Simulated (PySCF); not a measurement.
# BI4: the cost of one run

Computed with PySCF 2.14.0 and routines of our own; the level stands in each step. Atoms count from 0.

### Step 1. The starting structure

5 atoms, charge -1, multiplicity 1; geometry from: GFN2-xTB.

### Step 2. Optimising the geometry at PBE0-D3(BJ)/def2-SVP

The job: settings as JSON, then the geometry in Å.

```
{"job": {"xc": "PBE0", "basis": "def2-SVP", "d3": "d3bj", "grid": 1, "maxiter": 30, "shake": 0.01, "kind": "geom"}, "charge": -1, "multiplicity": 1}
I     -1.748180    -0.459440    -1.323650
B     -0.003990    -0.003490    -0.006210
I     -0.032240     2.175100     0.572330
I      1.938370    -0.464500    -1.120500
I     -0.120380    -1.281640     1.840140
```

On the command line:

```
OMP_NUM_THREADS=1 python heavy_run.py task.json out
```

The driver reads the jobs from task.json and runs them one after another.

**Question.** How long does this first job take on 1 thread of Arm Neoverse V1, shared host, and how much memory does it need?

About 65 s, with a peak of 0.53 GiB.
